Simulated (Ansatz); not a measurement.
# ClH₃MoN₂O: small, medium and large basis sets

One table from this session's results is given with a row withheld; the runs are named, their logs left out.

Computed with Ansatz 0.2.0, Gaussian basis. Level: one geometry, several basis sets.

The runs, in order: PBE0-D4/def2-SVP; ωB97M-V/def2-SVP; PBE0-D4/def2-QZVPP; ωB97M-V/def2-QZVPP; the functionals' def2-TZVPP values are taken from earlier runs.

## The geometry

An earlier PBE0-D4 in a triple-zeta def2 set relaxation fixed the geometry. Mo takes the def2 core potential; no spin-orbit term is included.

SMILES `[NH]=[Mo](=[NH])([OH])[Cl]`, 8 atoms, charge 0, spin multiplicity 1.

Atoms are counted from 1 here; the program's logs count them from 0.

Bond lengths: N1–Mo2 1.720 Å, N1–H6 1.012 Å, Mo2–N3 1.717 Å, Mo2–O4 1.882 Å, Mo2–Cl5 2.281 Å, N3–H7 1.011 Å, O4–H8 0.961 Å. Angles: Mo2–N1–H6 152.0°, N1–Mo2–N3 110.0°, N1–Mo2–O4 109.1°, N1–Mo2–Cl5 107.8°, N3–Mo2–O4 107.7°, N3–Mo2–Cl5 108.3°, O4–Mo2–Cl5 114.0°, Mo2–N3–H7 154.7°, Mo2–O4–H8 119.3°.

As a file:

```xyz
8
ClH3MoN2O
N    -1.0652    0.8036    0.6623
Mo    0.0700    0.0171   -0.3621
N     1.6393    0.0958    0.3307
O    -0.3962   -1.7997   -0.5170
Cl    0.1086    1.1362   -2.3497
H    -1.3010    1.3603    1.4736
H     2.3263    0.4068    1.0039
H    -1.2896   -2.0771   -0.2975
```

The first run:

Contents of in.yaml:

```yaml
crystal:
  periodic: [false, false, false]
  atoms:
    - {symbol: N, position_ang: [-1.065226, 0.803638, 0.662345]}
    - {symbol: Mo, position_ang: [0.069973, 0.017065, -0.362096]}
    - {symbol: N, position_ang: [1.639314, 0.095836, 0.330713]}
    - {symbol: O, position_ang: [-0.396230, -1.799731, -0.517031]}
    - {symbol: Cl, position_ang: [0.108553, 1.136207, -2.349677]}
    - {symbol: H, position_ang: [-1.301047, 1.360272, 1.473575]}
    - {symbol: H, position_ang: [2.326307, 0.406786, 1.003937]}
    - {symbol: H, position_ang: [-1.289643, -2.077074, -0.297466]}
basis:
  gaussian: {orbitals: def2-SVP}
hamiltonian: {xc: pbe0, dispersion: d4}
output: {orbitals: {seedname: orbitals}}
```

The run is started by

```
> ansatz run in.yaml --threads 4 --pin off --events-out ev --progress --plain --max-ram 10444MiB
```

Among the steps run: PBE0-D4 in def2-SVP; ωB97M-V in def2-SVP; PBE0-D4 in def2-QZVPP; ωB97M-V in def2-QZVPP.

One table of the session follows, with a row left open; its other results are not shown here.

It belongs to the step «Functionals by basis». 

```
functional       basis  HOMO (eV)  LUMO (eV)
   PBE0-D4    def2-SVP          ?          ?
   PBE0-D4  def2-TZVPP      -8.09      -1.96
   PBE0-D4  def2-QZVPP      -8.12      -2.01
   ωB97M-V    def2-SVP     -10.16       0.33
   ωB97M-V  def2-TZVPP     -10.30       0.12
   ωB97M-V  def2-QZVPP     -10.33       0.04
```

Q: Estimate the row for PBE0-D4, def2-SVP from the others.

As computed: HOMO (eV): -7.99; LUMO (eV): -1.80. In the column «HOMO (eV)» it is the highest.
